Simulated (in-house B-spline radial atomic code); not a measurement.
# In⁶⁺: excited configurations

Aim: the energies of several excited configurations of In⁶⁺ above a reference configuration, each from its own self-consistent run.

Method: Dirac-Hartree-Fock, average of configuration, Fermi nucleus, basis-set limit. Code: in-house B-spline radial atomic code version 1.

**1. What is computed**

```
element       : indium (Z = 49)
charge        : +6
electrons     : 43
configuration : [Kr] 4d7
Hamiltonian   : Dirac-Coulomb
nucleus       : Fermi, rms radius 4.616 fm
```

The outer shells:

[Kr] 4d7
```
[Kr] core
4d [↑↓][↑↓][↑ ][↑ ][↑ ]
```

The boxes draw the filling by Hund's rule, which heavy ions in jj coupling don't follow; these runs average over all states of the configuration.

Input settings:

```ini
Z = 49
electrons = 43.0
configuration = [Kr] 4d7
hamiltonian = dirac
method = hf
spin_polarised = False
nucleus = fermi
rms_radius = 4.6156
mass_number = 115
atomic_mass = 114.903878772
speed_of_light = 137.035999084
```

From the earlier run of the reference: total energy -5870.593649 hartree. Levels, eight at most:

```csv
orbital,occupation,energy (eV),<r> (bohr)
3p3/2,4,-785.12,0.3485
3d3/2,4,-569.68,0.3212
3d5/2,6,-561.71,0.3246
4s1/2,2,-232.22,0.8368
4p1/2,2,-188.51,0.8799
4p3/2,4,-181.17,0.9040
4d3/2,2.8,-113.51,1.036
4d5/2,4.2,-112.42,1.046
```

**2. [Kr] 4d6 8p1**

Input settings:

```ini
Z = 49
electrons = 43.0
configuration = [Kr] 4d6 8p1
hamiltonian = dirac
method = hf
spin_polarised = False
nucleus = fermi
rms_radius = 4.6156
mass_number = 115
atomic_mass = 114.903878772
speed_of_light = 137.035999084
```

**3. Run with [Kr] 4d6 6g1**

Settings: those of step 2 with these lines changed.

```diff
@@ -2,3 +2,3 @@
 electrons = 43.0
-configuration = [Kr] 4d6 8p1
+configuration = [Kr] 4d6 6g1
 hamiltonian = dirac
```

**4. Run with [Kr] 4d6 7s1**

Settings: those of step 3 with these lines changed.

```diff
@@ -2,3 +2,3 @@
 electrons = 43.0
-configuration = [Kr] 4d6 6g1
+configuration = [Kr] 4d6 7s1
 hamiltonian = dirac
```

**5. [Ar] 3d10 4s2 4p5 4d7 5s1**

Settings: those of step 4 with these lines changed.

```diff
@@ -2,3 +2,3 @@
 electrons = 43.0
-configuration = [Kr] 4d6 7s1
+configuration = [Ar] 3d10 4s2 4p5 4d7 5s1
 hamiltonian = dirac
```

**6. Configuration [Kr] 4d6 8f1**

Settings: those of step 5 with these lines changed.

```diff
@@ -2,3 +2,3 @@
 electrons = 43.0
-configuration = [Ar] 3d10 4s2 4p5 4d7 5s1
+configuration = [Kr] 4d6 8f1
 hamiltonian = dirac
```

**7. Configuration [Ar] 3d10 4s2 4p5 4d7 7d1**

Settings: those of step 6 with these lines changed.

```diff
@@ -2,3 +2,3 @@
 electrons = 43.0
-configuration = [Kr] 4d6 8f1
+configuration = [Ar] 3d10 4s2 4p5 4d7 7d1
 hamiltonian = dirac
```

**8. Run with [Ar] 3d10 4s2 4p5 4d7 5g1**

Settings: those of step 7 with these lines changed.

```diff
@@ -2,3 +2,3 @@
 electrons = 43.0
-configuration = [Ar] 3d10 4s2 4p5 4d7 7d1
+configuration = [Ar] 3d10 4s2 4p5 4d7 5g1
 hamiltonian = dirac
```

**9. Configuration [Ar] 3d9 4s2 4p6 4d7 5s1**

Settings: those of step 8 with these lines changed.

```diff
@@ -2,3 +2,3 @@
 electrons = 43.0
-configuration = [Ar] 3d10 4s2 4p5 4d7 5g1
+configuration = [Ar] 3d9 4s2 4p6 4d7 5s1
 hamiltonian = dirac
```

How far above the reference does each configuration lie (order and size, in eV)?

As calculated:

| net move | configuration | energy above the reference (eV) | with Breit, QED, recoil (eV) | largest <r> (bohr) |
| --- | --- | --- | --- | --- |
| 4d → 7s | [Kr] 4d6 7s1 | 84.490 | 84.507 | 5.33 |
| 4d → 6g | [Kr] 4d6 6g1 | 92.888 | 92.894 | 6.21 |
| 4d → 8p | [Kr] 4d6 8p1 | 94.353 | 94.363 | 8.25 |
| 4d → 8f | [Kr] 4d6 8f1 | 99.828 | 99.832 | 11.3 |
| 4p → 5s | [Ar] 3d10 4s2 4p5 4d7 5s1 | 102.79 | 102.70 | 1.88 |
| 4p → 5g | [Ar] 3d10 4s2 4p5 4d7 5g1 | 154.95 | 154.81 | 3.88 |
| 4p → 7d | [Ar] 3d10 4s2 4p5 4d7 7d1 | 161.38 | 161.23 | 6.66 |
| 3d → 5s | [Ar] 3d9 4s2 4p6 4d7 5s1 | 473.09 | 472.95 | 1.86 |

Quantum defects of the promoted electron, δ = n − ζ/√(−2ε) with ζ = 7 and ε its orbital energy in hartree:

| promotion | δ |
| --- | --- |
| 4d → 7s | 2.034 |
| 4d → 6g | 0.018 |
| 4d → 8p | 1.768 |
| 4d → 8f | 0.449 |
| 4p → 5s | 2.097 |
| 4p → 5g | 0.012 |
| 4p → 7d | 1.279 |
| 3d → 5s | 2.109 |

**Reading.** At the bottom stands 4d → 7s (84.490 eV), at the top 3d → 5s (473.09 eV). Koopmans' estimate of the ionisation threshold is 112.42 eV; 3 configurations exceed it by over 2 % and could autoionise. Of those tabulated, the defect is largest for 5s (2.11) and least for 5g (0.01): low angular momentum penetrates the core, high angular momentum stays outside it. Two partly filled shells share a symmetry and can mix in the average, which may lower the energy, for: 4p → 7d; 3d → 5s. These are averages over configurations, without correlation, not spectroscopic levels.
